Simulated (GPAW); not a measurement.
# TaTi3 (Pm-3m) in GPAW: reference runs, part 2 of 2

GPAW 26.7.0.

## (3) Single point, PBEsol (atoms moved at random, drawn with an rms of 0.05 Å)

File run.py:

```python
from ase import Atoms
from ase.dft.bandgap import bandgap
from ase.io import write
from ase.units import GPa
from gpaw import GPAW, PW, setup_paths

setup_paths.insert(0, '.')

atoms = Atoms(['Ta', 'Ti', 'Ti', 'Ti'],
              cell=[[4.133054, 0.0, 0.0],
                    [0.0, 4.133054, 0.0],
                    [0.0, 0.0, 4.133054]],
              scaled_positions=[[0.00805, -0.005847, -0.006159],
                                [0.499739, 0.495931, -0.009391],
                                [0.502524, -0.009975, 0.496586],
                                [0.002745, 0.500774, 0.502699]],
              pbc=True)

calc = GPAW(mode=PW(600),
            xc='PBEsol',
            kpts={'size': (7, 7, 7), 'gamma': True},
            occupations={'name': 'fermi-dirac', 'width': 0.05},
            nbands=45,
            convergence={'density': 1e-05, 'energy': 1e-05},
            maxiter=150,
            txt='gpaw.txt')
atoms.calc = calc
energy = atoms.get_potential_energy()
forces = atoms.get_forces()
stress = atoms.get_stress()
calc.write('gs.gpw')
write('result.traj', atoms)
print(f'Energy: {energy:.6f} eV')
print('Forces (eV/A):')
print(forces.round(4))
print('Stress (GPa):', (stress / GPa).round(3))
print('Fermi level:', round(calc.get_fermi_level(), 4), 'eV')
print(f'Gap: {bandgap(calc)[0]:.4f} eV, direct: {bandgap(calc, direct=True)[0]:.4f} eV')
```

Potentials or basis: PAW data sets generated in the run's folder for this functional, pw.

Launch:

```
gpaw-setup -f PBEsol Ta Ti
OMP_NUM_THREADS=1 python run.py
```

gpaw.txt:

```text
__  _  _
 | _ |_)|_||  |
 |__||  | ||/\| - 26.7.0

Input parameters:
  mode=PW(ecut=600.0),
  convergence={'density': 1e-05, 'energy': 1e-05},
  kpts=MonkhorstPack(size=(7, 7, 7), gamma=True),
  maxiter=150,
  nbands=45,
  occupations=Occupations(name='fermi-dirac', width=0.05),
  xc=XC(name='PBEsol')

Diagonalizing LCAO Hamiltonian
Converting LCAO to pw mode
    Ta--------.
   /|         |
  / |  Ti     |
 *  |    Ti   |
 | Ti         |
 |  .---------.
 | /         /
 |/         /
 *---------*

Atoms  # Å, Bohr magnetons
|   | symbol |        x |         y |         z |    initial magnetic moments |
|---|--------|----------|-----------|-----------|-----------------------------|
| 0 |     Ta | 0.033271 | -0.024166 | -0.025455 | ( 0.0000,  0.0000,  0.0000) |
| 1 |     Ti | 2.065448 |  2.049710 | -0.038814 | ( 0.0000,  0.0000,  0.0000) |
| 2 |     Ti | 2.076959 | -0.041227 |  2.052417 | ( 0.0000,  0.0000,  0.0000) |
| 3 |     Ti | 0.011345 |  2.069726 |  2.077682 | ( 0.0000,  0.0000,  0.0000) |

Unit cell  # Å
| periodic |        x |        y |        z |  lengths |    angles |
|----------|----------|----------|----------|----------|-----------|
|      yes | 4.133054 | 0.000000 | 0.000000 | 4.133054 | 90.000000 |
|      yes | 0.000000 | 4.133054 | 0.000000 | 4.133054 | 90.000000 |
|      yes | 0.000000 | 0.000000 | 4.133054 | 4.133054 | 90.000000 |

Number of symmetries: 1
Symmetry operations  # r_c * U_cc + t_c -> r_c
|   | kind |            matrix            |
|---|------|------------------------------|
| 0 |  E   |  1, 0, 0,  0, 1, 0,  0, 0, 1 |

BZ-sampling:
  Number of BZ points: 343
  Number of IBZ points: 172

  Monkhorst-Pack size: [7, 7, 7]
  Monkhorst-Pack shift: [0, 0, 0]

K-points  # in reciprocal-cell coordinates
|     |                                coordinates |     weight |
|-----|--------------------------------------------|------------|
|   0 | (  0.00000000,   0.00000000,   0.00000000) | 0.00291545 |
|   1 | (  0.00000000,   0.00000000,   0.14285714) | 0.00583090 |
|   2 | (  0.00000000,   0.00000000,   0.28571429) | 0.00583090 |
|   3 | (  0.00000000,   0.00000000,   0.42857143) | 0.00583090 |
|   4 | (  0.00000000,   0.14285714,  -0.42857143) | 0.00583090 |
|   5 | (  0.00000000,   0.14285714,  -0.28571429) | 0.00583090 |
|   6 | (  0.00000000,   0.14285714,  -0.14285714) | 0.00583090 |
|   7 | (  0.00000000,   0.14285714,   0.00000000) | 0.00583090 |
|   8 | (  0.00000000,   0.14285714,   0.14285714) | 0.00583090 |
|   9 | (  0.00000000,   0.14285714,   0.28571429) | 0.00583090 |
| ... |                                            |            |
[... 67 lines left out ...]
    |   3s |  2.000 |     -62.441 |    1.270 |
    |   4s |  2.000 |      -4.477 |    1.270 |
    |   3p |  6.000 |     -38.776 |    1.058 |
    |   4p |  0.000 |      -1.449 |    1.058 |
    |   3d |  2.000 |      -4.275 |    1.058 |
    |    d |        |      22.937 |    1.058 |

    Using partial waves for Ti as LCAO basis

Reference energy: -493639.383252  # eV

eigensolver:
  PPCG
  Converge bands: occupied
  niter=2

density mixing:
  MSR1-Mixer
  Pratt-step length: 0.05
  Maximum mixing coefficient: 0.75
  Old densities: 10
  SVD Regularization: 0.005
  Good broyden scale: 1.0
  Trust region scale: 1.0
  Backstep threshold: 4.0
  History deletion threshold: 6.0
  Fourier metric: weight=20.0, sigma=0.015

occupation numbers:
  Fermi-Dirac:
    width: 0.0500  # eV

poisson solver:
  ecut: 4800.0  # eV

xc functional:
  name: PBEsol with 2 nearest neighbor stencil

convergence criteria:
- Maximum integral of absolute [dens]ity change: 1e-05 electrons / valence electron
- Maximum [total energy] change in last 3 cyles: 1e-05 eV / valence electron
- Maximum integral of absolute [eigenst]ate change: 4e-08 eV^2 / valence electron
maximum number of iterations: 150

SCF iterations
|iter     | |      energy | eigst |  dens |
|---------|-|-------------|-------|-------|
|iter:   1| |  -32.602377 | -0.04 |       |
|iter:   2| |  -32.427399 | -2.27 | -1.24 |
|iter:   3| |  -31.837150 | -0.87 | -1.27 |
|iter:   4| |  -31.893957 | -1.82 | -1.64 |
|iter:   5| |  -31.669489 | -2.37 | -1.52 |
|iter:   6| |  -31.699408 | -3.18 | -2.13 |
|iter:   7| |  -31.678559 | -3.36 | -2.01 |
|iter:   8| |  -31.679348 | -4.06 | -2.75 |
|iter:   9| |  -31.678686 | -4.78 | -2.73 |
|iter:  10| |  -31.678631 | -5.14 | -3.08 |
|iter:  11| |  -31.678637c| -6.60 | -3.99 |
|iter:  12| |  -31.678639c| -7.29 | -4.32 |
|iter:  13| |  -31.678639c| -8.10c| -5.24c|

Converged in 13 steps
Energy contributions relative to reference atoms: (reference = -493639.383252)

Energy contributions:
  Kinetic:          16.540341
  Coulomb:         -17.703681
  Zero:             -0.189701
  External:          0.000000
  Xc:              -30.298230
  Entropy:          -0.054736
  Spinorbit:         0.000000
  ----------------------------
  Free energy:     -31.706007
  Extrapolated:    -31.678639

dipole moment: (-27.359553, 27.009580, 27.029005)  # |e|*Ang

Fermi level: 9.162
Eigenvalues  # (at kpt = [0.000, 0.000, 0.000])
| band index |      eig [eV] | occ [0-2] |
|------------|---------------|-----------|
|          0 |       -58.107 |     2.000 |
|        ... |               |           |
|         15 |       -23.372 |     2.000 |
|         16 |         2.495 |     2.000 |
|         17 |         5.912 |     2.000 |
|         18 |         5.913 |     2.000 |
|         19 |         6.476 |     2.000 |
|         20 |         7.014 |     2.000 |
[... 8 lines left out ...]
|         29 |        12.042 |     0.000 |
|         30 |        12.056 |     0.000 |
|        ... |               |           |
|         44 |        21.400 |     0.000 |

No gap
No difference between direct/indirect transitions

Forces  # eV/Ang
|        x |        y |        z |
|----------|----------|----------|
| -0.19099 |  0.11291 |  0.15705 |  # Ta   0
|  0.14329 | -0.08728 |  0.18816 |  # Ti   1
|  0.07901 |  0.17355 | -0.10193 |  # Ti   2
| -0.03136 | -0.19911 | -0.24325 |  # Ti   3

Stress tensor  # eV/Ang^3
|        x |         y |         z |
|----------|-----------|-----------|
| 0.031213 |  0.000027 |  0.000024 |
| 0.000027 |  0.031115 | -0.000112 |
| 0.000024 | -0.000112 |  0.031283 |

# Writing to gs.gpw (mode='')
```

stdout:

```text
Energy: -31.678639 eV
Forces (eV/A):
[[-0.191   0.1129  0.1571]
 [ 0.1433 -0.0873  0.1882]
 [ 0.079   0.1736 -0.1019]
 [-0.0314 -0.1991 -0.2433]]
Stress (GPa): [ 5.001e+00  4.985e+00  5.012e+00 -1.800e-02  4.000e-03  4.000e-03]
Fermi level: 9.1615 eV
Gap: 0.0000 eV, direct: 0.0000 eV
```

It took 13 min on 1 thread of Intel Xeon at 2.50GHz (Skylake/Cascade Lake), shared host; peak memory 0.54 GiB.

Results:

```
Free energy            : -31.7060 eV
Pressure               : -5.0 GPa
Largest force          : 0.316 eV/Å
Band gap on the k mesh : none (metal or under the smearing width)
```

Forces on the atoms (eV/Å):
```
Ta  -0.191  0.113  0.157
Ti   0.143 -0.087  0.188
Ti   0.079  0.174 -0.102
Ti  -0.031 -0.199 -0.243
```

The run has no spin-orbit coupling, so splittings on Ta are missing.

## (4) Equation of state, PBEsol

File run.py:

```python
from ase import Atoms
from ase.eos import EquationOfState
from ase.io import Trajectory
from ase.units import GPa
from gpaw import GPAW, PW, setup_paths

setup_paths.insert(0, '.')

atoms = Atoms(['Ta', 'Ti', 'Ti', 'Ti'],
              cell=[[4.133054, 0.0, 0.0],
                    [0.0, 4.133054, 0.0],
                    [0.0, 0.0, 4.133054]],
              scaled_positions=[[0.0, 0.0, 0.0],
                                [0.5, 0.5, 0.0],
                                [0.5, 0.0, 0.5],
                                [0.0, 0.5, 0.5]],
              pbc=True)

traj = Trajectory('eos.traj', 'w')
volumes, energies = [], []
for x in [0.94, 0.96, 0.98, 1.0, 1.02, 1.04, 1.06]:
    a = atoms.copy()
    a.set_cell(atoms.cell * x**(1 / 3), scale_atoms=True)
    calc = GPAW(mode=PW(600),
                xc='PBEsol',
                kpts={'size': (7, 7, 7), 'gamma': True},
                occupations={'name': 'fermi-dirac', 'width': 0.05},
                nbands=45,
                convergence={'density': 1e-05, 'energy': 1e-05},
                maxiter=150,
                txt=f'eos-{x:.2f}.txt')
    a.calc = calc
    energies.append(a.get_potential_energy(force_consistent=True))
    volumes.append(a.get_volume())
    p = -a.get_stress()[:3].mean() / GPa
    calc.write(f'eos-{x:.2f}.gpw')
    traj.write(a)
    print(f'{x:.2f} {volumes[-1]:10.4f} A^3 {energies[-1]:14.6f} eV {p:9.3f} GPa', flush=True)

v0, e0, B = EquationOfState(volumes, energies, eos='birchmurnaghan').fit()
print(f'V0 = {v0:.4f} A^3, E0 = {e0:.6f} eV, B0 = {B / GPa:.2f} GPa')
```

Potentials or basis: PAW data sets generated in the run's folder for this functional, pw.

Launch:

```
gpaw-setup -f PBEsol Ta Ti
OMP_NUM_THREADS=1 python run.py
```

The program printed:

```text
__  _  _
 | _ |_)|_||  |
 |__||  | ||/\| - 26.7.0

Input parameters:
  mode=PW(ecut=600.0),
  convergence={'density': 1e-05, 'energy': 1e-05},
  kpts=MonkhorstPack(size=(7, 7, 7), gamma=True),
  maxiter=150,
  nbands=45,
  occupations=Occupations(name='fermi-dirac', width=0.05),
  xc=XC(name='PBEsol')

Diagonalizing LCAO Hamiltonian
Converting LCAO to pw mode
   .---------.
  /|         |
 * |         |
 |Ti         |
 | |  Ti     |
 | .---------.
 |/    Ti   /
 Ta--------*

Atoms  # Å, Bohr magnetons
|   | symbol |        x |        y |        z |    initial magnetic moments |
|---|--------|----------|----------|----------|-----------------------------|
| 0 |     Ta | 0.000000 | 0.000000 | 0.000000 | ( 0.0000,  0.0000,  0.0000) |
| 1 |     Ti | 2.024341 | 2.024341 | 0.000000 | ( 0.0000,  0.0000,  0.0000) |
| 2 |     Ti | 2.024341 | 0.000000 | 2.024341 | ( 0.0000,  0.0000,  0.0000) |
| 3 |     Ti | 0.000000 | 2.024341 | 2.024341 | ( 0.0000,  0.0000,  0.0000) |

[... 200 lines left out ...]
|iter:   6| |  -31.706031 | -3.22 | -2.16 |
|iter:   7| |  -31.705819 | -3.83 | -2.73 |
|iter:   8| |  -31.705846c| -5.34 | -3.46 |
|iter:   9| |  -31.705854c| -6.37 | -4.06 |
|iter:  10| |  -31.705854c| -7.99c| -4.88 |
|iter:  11| |  -31.705854c| -8.28c| -5.46c|

Converged in 11 steps
Energy contributions relative to reference atoms: (reference = -493639.383252)

Energy contributions:
  Kinetic:          29.559059
  Coulomb:         -27.378394
  Zero:             -0.209697
  External:          0.000000
  Xc:              -33.649973
  Entropy:          -0.053700
  Spinorbit:         0.000000
  ----------------------------
  Free energy:     -31.732704
  Extrapolated:    -31.705854

dipole moment: (-27.488416, -27.488416, -27.488416)  # |e|*Ang

Fermi level: 9.916
Eigenvalues  # (at kpt = [0.000, 0.000, 0.000])
| band index |      eig [eV] | occ [0-2] |
|------------|---------------|-----------|
|          0 |       -57.185 |     2.000 |
|        ... |               |           |
|         15 |       -22.440 |     2.000 |
|         16 |         3.081 |     2.000 |
|         17 |         6.384 |     2.000 |
|         18 |         6.384 |     2.000 |
|         19 |         7.011 |     2.000 |
|         20 |         7.556 |     2.000 |
[... 8 lines left out ...]
|         29 |        13.066 |     0.000 |
|         30 |        13.066 |     0.000 |
|        ... |               |           |
|         44 |        23.196 |     0.000 |

No gap
No difference between direct/indirect transitions

Stress tensor  # eV/Ang^3
|         x |         y |         z |
|-----------|-----------|-----------|
| -0.019354 | -0.000000 |  0.000000 |
| -0.000000 | -0.019354 |  0.000000 |
|  0.000000 |  0.000000 | -0.019354 |

# Writing to eos-0.94.gpw (mode='')
```

eos-0.96.txt:

```text
SCF iterations
|iter     | |      energy | eigst |  dens |
|---------|-|-------------|-------|-------|
|iter:   1| |  -32.588391 | -0.01 |       |
|iter:   2| |  -32.431228 | -2.26 | -1.25 |
|iter:   3| |  -31.931697 | -0.87 | -1.28 |
|iter:   4| |  -31.941867 | -1.76 | -1.60 |
|iter:   5| |  -31.714537 | -2.36 | -1.52 |
[... 44 lines left out ...]
|         29 |        12.695 |     0.000 |
|         30 |        12.695 |     0.000 |
|        ... |               |           |
|         44 |        22.611 |     0.000 |

No gap
No difference between direct/indirect transitions

Stress tensor  # eV/Ang^3
|         x |         y |         z |
|-----------|-----------|-----------|
| -0.000773 |  0.000000 |  0.000000 |
|  0.000000 | -0.000773 |  0.000000 |
|  0.000000 |  0.000000 | -0.000773 |

# Writing to eos-0.96.gpw (mode='')
```

Wall time 8.8 min (1 thread of Intel Xeon at 2.50GHz (Skylake/Cascade Lake), shared host); peak memory 0.33 GiB.

What came out:

```yaml
Equilibrium_volume: 17.05 Å³/atom
Bulk_modulus: 136 GPa
Pressure_derivative_of_the_bulk_modulus: 3.5
```

Energy against volume, from the lowest point:
| volume (Å³/atom) | energy (meV/atom) |
| --- | --- |
| 16.591 | 5.10 |
| 16.944 | 0.00 |
| 17.297 | 1.19 |
| 17.650 | 8.31 |
| 18.003 | 20.64 |
| 18.356 | 37.83 |
| 18.709 | 59.44 |

## (5) The runs side by side

| task | cell | gap on the mesh (eV) | pressure (GPa) |
| --- | --- | --- | --- |
| single point | as given | none | -5.1 |
| single point | atoms moved at random, drawn with an rms of 0.05 Å | none | -5.0 |
| equation of state | as given | - | - |

Alike in all rows: level PBEsol; potentials or basis PAW data sets generated in the run's folder for this functional, pw; no spin polarisation; k mesh 7 × 7 × 7; cutoff (eV) 600; smearing fermi-dirac 0.05 eV.

Total energies depend on the potentials used, so only differences within one code and one set of settings carry meaning.
